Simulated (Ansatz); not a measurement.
# LiRh: the cost of one run

Method: DFT LDA, scalar-relativistic, plane waves, PAW, in Ansatz 0.2.0.

### Step 1. The structure to begin with

It takes space group P-6m2 (No. 187, hexagonal). Conventional cell: a = 2.602 Å, b = 2.602 Å, c = 4.260 Å, α = 90.00°, β = 90.00°, γ = 120.00°. Li (site symmetry -6m2) is surrounded by 6 Li at 2.60 Å and 6 Rh at 2.61 Å. Rh (site symmetry -6m2) is surrounded by 6 Rh at 2.60 Å and 6 Li at 2.61 Å.

As a file:

```
CELL_PARAMETERS angstrom
2.60246 0.00000 0.00000
-1.30123 2.25379 0.00000
0.00000 0.00000 4.25977
ATOMIC_POSITIONS crystal
Li 0.00000 0.00000 0.50000
Rh 0.66667 0.33333 0.00000
```

An earlier run at LDA left this cell at 12.493 Å³/atom and 0.02 GPa (20×20×10 mesh).

### Step 2. Field gradients and densities at the nuclei

Input file input.yaml:

```yaml
crystal:
  lattice:
    - [2.6024578299, 0.0, 0.0]
    - [-1.301228915, 2.253794593, 0.0]
    - [0.0, 0.0, 4.2597743456]
  atoms:
    - { symbol: Li, position: [0.0, 0.0, 0.5] }
    - { symbol: Rh, position: [0.6666666667, 0.3333333333, 0.0] }
basis:
  ecutwfc: 420
  ecutrho_ratio: 4
kpoints:
  mp_grid: { grid: [20, 20, 10] }
hamiltonian:
  xc: lda
scf:
  occupations: { method: gaussian, width: 0.05 }
output:
  forces: true
  stress: true
  eigenvalues: true
  efg: { contact_densities: true, quadrupole_moments_barn: { Li: -0.0401 } }
```

Launch:

```bash
ansatz run input.yaml --threads 2 --pin off --max-ram 5120MiB --backend cpu --events-out ev --progress --plain --runs-dir out
```

Q: Estimate wall time and peak memory on 2 threads of Arm Neoverse V2, shared host.

About 4 s, with a peak of 0.41 GiB.
